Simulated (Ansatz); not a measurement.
# Ti4Ga3Ni2: the cost of one run

Method: DFT, PAW plane waves, r2scan, in Ansatz 0.2.0.

### Step 1. The system as given

Symmetry: P-62m, No. 189, hexagonal system. The conventional cell has a = 6.990 Å, b = 6.990 Å, c = 6.240 Å, α = 90.00°, β = 90.00°, γ = 120.00°. Around Ti (site symmetry m2m) lie 4 Ni at 2.55 Å and 1 Ti at 2.57 Å and 4 Ga at 2.80 Å. Around Ti (site symmetry -62m) lie 6 Ga at 2.48 Å and 3 Ti at 2.57 Å. Ti (site symmetry -62m) has 6 Ga at 2.45 Å in its first shell of neighbours. Ti (site symmetry m2m) has 6 Ga at 2.68 to 2.98 Å and 4 Ni at 2.82 Å and 1 Ti at 2.89 Å in its first shell of neighbours. Ga (site symmetry m) has 5 Ti at 2.45 to 2.80 Å and 2 Ni at 2.59 Å in its first shell of neighbours. Ni (site symmetry 3) has 1 Ni at 2.50 Å and 6 Ti at 2.55 to 2.82 Å and 3 Ga at 2.59 Å in its first shell of neighbours.

Coordinates:

```
Ti Ga Ni
1.0
     6.99000    0.00000    0.00000
    -3.49500    6.05352    0.00000
     0.00000    0.00000    6.24000
Ti Ga Ni
8 6 4
Direct
  0.63300 0.00000 0.00000
  0.36700 0.36700 0.00000
  0.00000 0.63300 0.00000
  0.00000 0.00000 0.00000
  0.00000 0.00000 0.50000
  0.58600 0.00000 0.50000
  0.41400 0.41400 0.50000
  0.00000 0.58600 0.50000
  0.27300 0.00000 0.25300
  0.72700 0.72700 0.74700
  0.00000 0.27300 0.25300
  0.27300 0.00000 0.74700
  0.72700 0.72700 0.25300
  0.00000 0.27300 0.74700
  0.33333 0.66667 0.20000
  0.33333 0.66667 0.80000
  0.66667 0.33333 0.20000
  0.66667 0.33333 0.80000
```

### Step 2. A run

Input file input.yaml:

```yaml
crystal:
  lattice:
    - [6.99, 0.0, 0.0]
    - [-3.495, 6.05351757, 0.0]
    - [0.0, 0.0, 6.24]
  atoms:
    - { symbol: Ti, position: [0.633, 0.0, 0.0] }
    - { symbol: Ti, position: [0.367, 0.367, 0.0] }
    - { symbol: Ti, position: [0.0, 0.633, 0.0] }
    - { symbol: Ti, position: [0.0, 0.0, 0.0] }
    - { symbol: Ti, position: [0.0, 0.0, 0.5] }
    - { symbol: Ti, position: [0.586, 0.0, 0.5] }
    - { symbol: Ti, position: [0.414, 0.414, 0.5] }
    - { symbol: Ti, position: [0.0, 0.586, 0.5] }
    - { symbol: Ga, position: [0.273, 0.0, 0.253] }
    - { symbol: Ga, position: [0.727, 0.727, 0.747] }
    - { symbol: Ga, position: [0.0, 0.273, 0.253] }
    - { symbol: Ga, position: [0.273, 0.0, 0.747] }
    - { symbol: Ga, position: [0.727, 0.727, 0.253] }
    - { symbol: Ga, position: [0.0, 0.273, 0.747] }
    - { symbol: Ni, position: [0.33333333, 0.66666667, 0.2], spin: 2.0 }
    - { symbol: Ni, position: [0.33333333, 0.66666667, 0.8], spin: 2.0 }
    - { symbol: Ni, position: [0.66666667, 0.33333333, 0.2], spin: 2.0 }
    - { symbol: Ni, position: [0.66666667, 0.33333333, 0.8], spin: 2.0 }
  symmetry: { tolerance: 0.0003 }
hamiltonian:
  xc: r2scan
  pseudopotentials: { kind: paw, azcp: { folder: soft_1 } }
basis:
  ecutwfc: 500
magnetization:
  spin_polarized: true
scf:
  occupations: { method: fermi_dirac, width: 0.05 }
kpoints:
  mp_grid: { grid: [6, 6, 5], shift: [0, 0, 0] }
output:
  forces: true
  stress: true
  eigenvalues: true
```

On the command line:

```sh
$ ansatz run input.yaml --threads 6 --pin off --max-ram 14336MiB --backend cpu --events-out ev --progress --plain --runs-dir out
```

What time and memory should one allow on 6 threads of Intel Xeon Platinum 8488C (Sapphire Rapids), shared host?

About 5.8 min, with a peak of 3.2 GiB.
